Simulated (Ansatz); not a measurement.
# Si: the cost of one run

Program: Ansatz 0.2.0. Level of theory: DFT r2SCAN, scalar-relativistic, plane waves, PAW. These are calculated values, not measurements.

## 1. The system as given

It takes space group P6/mmm (No. 191, hexagonal). Conventional cell: a = 2.621 Å, b = 2.621 Å, c = 2.466 Å, α = 90.00°, β = 90.00°, γ = 120.00°. Si (site symmetry 6/mmm) has 8 Si at 2.47 to 2.62 Å in its first shell of neighbours.

As a file:

```cif
data_structure
_symmetry_space_group_name_H-M 'P6/mmm'
_symmetry_Int_Tables_number 191
_cell_length_a 2.6205
_cell_length_b 2.6205
_cell_length_c 2.4664
_cell_angle_alpha 90.000
_cell_angle_beta 90.000
_cell_angle_gamma 120.000
_cell_volume 14.67
loop_
_atom_site_label
_atom_site_type_symbol
_atom_site_symmetry_multiplicity
_atom_site_Wyckoff_symbol
_atom_site_fract_x
_atom_site_fract_y
_atom_site_fract_z
_atom_site_occupancy
Si1 Si 1 a 0.00000 0.00000 0.00000 1
```

It goes back to an entry of the Materials Project, which need not be the stable form.

The cell is taken as given, not relaxed at this level.

## 2. The reference cell

Reference values: F = -638.6284 eV; pressure 2.03 GPa; largest force 0.000 eV/Å; gap on the mesh none (metal). It was computed beforehand with the settings of the runs below.

## 3. The scan: a two-dimensional strain map

The cell is strained by p along both x and y and by q along z, with fractional coordinates fixed.

## 4. p = -0.050, q = -0.050

Input file input.yaml:

```yaml
crystal:
  lattice:
    - [2.4895156742, 0.0, 0.0]
    - [-1.2447578371, 2.1559838169, 0.0]
    - [0.0, 0.0, 2.3430366705]
  atoms:
    - { symbol: Si, position: [0.0, 0.0, 0.0] }
basis:
  ecutwfc: 500
kpoints:
  mp_grid: { grid: [24, 24, 20] }
hamiltonian:
  xc: r2scan
scf:
  occupations: { method: gaussian, width: 0.15 }
output:
  forces: true
  stress: true
  eigenvalues: true
```

Launch:

```sh
ansatz run input.yaml --threads 1 --pin off --max-ram 2560MiB --backend cpu --events-out ev --progress --plain --runs-dir out
```

Q: Estimate wall time and peak memory on 1 thread of Intel Xeon at 2.70GHz, shared host.

About 8.1 s, with a peak of 0.41 GiB.
